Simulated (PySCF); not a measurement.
# GaNH2F2 (SMILES [NH2][Ga]([F])[F]) at 5 levels

Aim: a comparison of 5 runs (HF/3-21G, HF/def2-SVP, PBE0/def2-SVP, B2PLYP/6-311G**, CCSD(T)/6-311G**) of GaNH2F2. Input form: a Python script.

The results are computed with PySCF 2.14.0.

## Step 1: Starting point

GaNH2F2: 6 atoms, total charge 0, spin state singlet. SMILES: `[NH2][Ga]([F])[F]`. Geometry: relaxed at PBE0-D4/def2-TZVP.

Bond lengths: N1–Ga2 1.790 Å, Ga2–F3 1.739 Å, Ga2–F4 1.739 Å, N1–H5 1.006 Å, N1–H6 1.006 Å. Angles: N1–Ga2–F3 122.4°, N1–Ga2–F4 122.4°, F3–Ga2–F4 115.1°, Ga2–N1–H5 121.0°, Ga2–N1–H6 121.0°, H5–N1–H6 112.8°.

## Step 2: Energy and gradient at HF/3-21G (run 1)

Input file input.py:

```python
import pyscf.grad
from pyscf import gto

mol = gto.M(
    atom='''
N     -0.562194     1.821129    -0.326356
Ga     0.537060    -1.351721     0.079368
F      3.184189    -2.081722     1.885380
F     -0.860392    -3.907387    -1.442617
H      0.047432     3.221605     0.804456
H     -2.266726     2.177153    -1.087348
''',
    max_memory=1860,
    basis='3-21g',
    unit='bohr',
    charge=0,
    verbose=3,
)

myscf = mol.RHF()
myscf.conv_tol = 1e-10
myscf.kernel()
if not myscf.converged:
    myscf = myscf.newton().run(myscf.mo_coeff, myscf.mo_occ)

e_tot = myscf.e_tot
print(f'total energy: {e_tot:.8f} hartree')
grad = myscf.Gradients().kernel()
dip = myscf.dip_moment()
pop, q = myscf.mulliken_pop()
```

Launch:

```sh
$ OMP_NUM_THREADS=1 python input.py
```

The program printed:

```text
converged SCF energy = -2167.11486001804
total energy: -2167.11486002 hartree
[... 9 lines left out ...]
Dipole moment(X, Y, Z, Debye): -1.71785,  3.04254,  0.42230
[... 60 lines left out ...]
charge of    5H =      0.34469
```

Wall time 1.8 s (1 thread of Intel Xeon at 2.70GHz, shared host); peak memory 0.12 GiB.

## Step 3: Energy and forces at HF/def2-SVP (run 2)

Input file job.py:

```python
# [NH2][Ga]([F])[F]
from pyscf import gto, scf

mol = gto.M(
    atom='''
N       -0.297500       0.963700      -0.172700
Ga       0.284200      -0.715300       0.042000
F        1.685000      -1.101600       0.997700
F       -0.455300      -2.067700      -0.763400
H        0.025100       1.704800       0.425700
H       -1.199500       1.152100      -0.575400
''',
    verbose=4,
    max_memory=1860,
    basis='def2-svp',
)

calc0 = scf.RHF(mol)
calc0.conv_tol = 1e-10
calc0.kernel()
if not calc0.converged:
    calc0 = calc0.newton().run(calc0.mo_coeff, calc0.mo_occ)

energy = calc0.e_tot
print('E(%s) = %.9f' % ('HF', energy))
grad = calc0.nuc_grad_method().kernel()
calc0.analyze()
```

Launch:

```sh
$ OMP_NUM_THREADS=1 python job.py
```

The program printed:

```text
PySCF version 2.14.0

[... 88 lines left out ...]
MO #4   energy= -42.5318741391362  occ= 2
[... 15 lines left out ...]
MO #20  energy= -1.11505862416372  occ= 2
[... 15 lines left out ...]
MO #36  energy= 0.317112155430686  occ= 0
[... 15 lines left out ...]
MO #52  energy= 1.57911549597297   occ= 0
[... 15 lines left out ...]
MO #68  energy= 2.49521482340795   occ= 0
[... 15 lines left out ...]
MO #84  energy= 4.02121264535439   occ= 0
[... 93 lines left out ...]
Dipole moment(X, Y, Z, Debye): -1.59813,  3.10588,  0.24094
```

Wall time 9.9 s (1 thread of Intel Xeon at 2.70GHz, shared host); peak memory 0.17 GiB.

## Step 4: Energy and gradient at PBE0/def2-SVP (run 3)

Input file input.xyz:

```xyz
6
F2GaH2N
N     -0.297500     0.963700    -0.172700
Ga     0.284200    -0.715300     0.042000
F      1.685000    -1.101600     0.997700
F     -0.455300    -2.067700    -0.763400
H      0.025100     1.704800     0.425700
H     -1.199500     1.152100    -0.575400
```

Input file job.py:

```python
from pyscf import gto, dft

mol = gto.Mole()
mol.atom = 'input.xyz'
mol.basis = 'def2-svp'
mol.verbose = 4
mol.max_memory = 1860
mol.spin = 0
mol.build()

mf = dft.RKS(mol, xc='pbe0')
mf.conv_tol = 1e-10
mf.grids.level = 5
mf.kernel()
if not mf.converged:
    mf = mf.newton().run(mf.mo_coeff, mf.mo_occ)

e_final = mf.e_tot
print('Final energy', e_final)
grad = mf.nuc_grad_method().kernel()
mf.analyze()
```

Launch:

```sh
$ OMP_NUM_THREADS=1 python job.py
```

The program printed:

```text
PySCF version 2.14.0

[... 100 lines left out ...]
MO #4   energy= -40.7847370216986  occ= 2
[... 15 lines left out ...]
MO #20  energy= -0.84542194747283  occ= 2
[... 15 lines left out ...]
MO #36  energy= 0.174950068048126  occ= 0
[... 15 lines left out ...]
MO #52  energy= 1.28779591236517   occ= 0
[... 15 lines left out ...]
MO #68  energy= 2.18198549097565   occ= 0
[... 15 lines left out ...]
MO #84  energy= 3.61492761920698   occ= 0
[... 93 lines left out ...]
Dipole moment(X, Y, Z, Debye): -1.50603,  3.03085,  0.16980
```

It took 31 s on 1 thread of Intel Xeon at 2.70GHz, shared host; peak memory 0.82 GiB.

Run 4 isn't shown in full; the table further down has it.

## Step 5: The energy at CCSD(T)/6-311G(d,p) (run 5)

Input file run.py:

```python
from pyscf import gto, cc

mol = gto.M(
    atom='''
N     -0.562194     1.821129    -0.326356
Ga     0.537060    -1.351721     0.079368
F      3.184189    -2.081722     1.885380
F     -0.860392    -3.907387    -1.442617
H      0.047432     3.221605     0.804456
H     -2.266726     2.177153    -1.087348
''',
    spin=0,
    verbose=3,
    charge=0,
    max_memory=1860,
    unit='bohr',
    basis='6-311g**',
)

calc0 = mol.RHF()
calc0.conv_tol = 1e-10
calc0.kernel()
if not calc0.converged:
    calc0 = calc0.newton().run(calc0.mo_coeff, calc0.mo_occ)

mycc = cc.CCSD(calc0, frozen=12)
mycc.kernel()
e_t = mycc.ccsd_t()
energy = mycc.e_tot + e_t
print('E(%s) = %.9f' % ('CCSD(T)', energy))
dip = calc0.dip_moment()
pop, q = calc0.mulliken_pop()
```

Launch:

```sh
$ OMP_NUM_THREADS=1 python run.py
```

The program printed:

```text
converged SCF energy = -2177.87629892574
[... 3 lines left out ...]
Dipole moment(X, Y, Z, Debye): -1.60587,  3.14486,  0.22887
[... 117 lines left out ...]
charge of    5H =      0.25343
```

Wall time 2 min (1 thread of Intel Xeon at 2.70GHz, shared host); peak memory 0.89 GiB.

## Step 6: All runs side by side

| run | level | integration grid | task | energy (Eh) | dipole moment (D) of the reference | HOMO energy (eV) | LUMO energy (eV) | wall time |
| --- | --- | --- | --- | --- | --- | --- | --- | --- |
| 1 | HF/3-21G | – | gradient | -2167.114860 | 3.52 | -11.45 | 2.48 | 1.8 s |
| 2 | HF/def2-SVP | – | gradient | -2177.396859 | 3.50 | -11.86 | 2.18 | 9.9 s |
| 3 | PBE0/def2-SVP | 5 | gradient | -2179.644550 | 3.39 | -8.12 | -0.95 | 31 s |
| 4 | B2PLYP/6-311G** | 5 | energy | -2180.091038 | 3.49 | -9.58 | 0.02 | 24 s |
| 5 | CCSD(T)/6-311G** | – | energy | -2178.715041 | 3.54 | -11.88 | 2.05 | 2 min |

## Step 7: Outcome

| quantity | value |
| --- | --- |
| run 5: total energy | -2178.71504 Eh |
| run 5: dipole moment (Hartree–Fock density) | 3.54 D |
| run 5: HOMO energy (Hartree–Fock orbitals) | -11.88 eV |
| run 5: LUMO energy (Hartree–Fock orbitals) | 2.05 eV |
| run 5: HOMO–LUMO gap (Hartree–Fock orbitals) | 13.92 eV |
| run 5: correlation energy (12 core orbitals frozen) | -838.7 mEh |
| run 5: (T) correction | -22.76 mEh |
| run 5: T1 diagnostic | 0.014 |

Over runs 1, 2, 3, 4 the dipole moment (its size) runs from 3.39 D (PBE0/def2-SVP) to 3.52 D (HF/3-21G). The two ends differ in method and basis. Over runs 1, 2, 3, 4 the HOMO–LUMO gap runs from 7.16 eV (PBE0/def2-SVP) to 14.04 eV (HF/def2-SVP). Exact exchange widens orbital gaps. Totals of different functionals can't be ranked against each other. All runs together took 3.1 min, the longest 2 min.
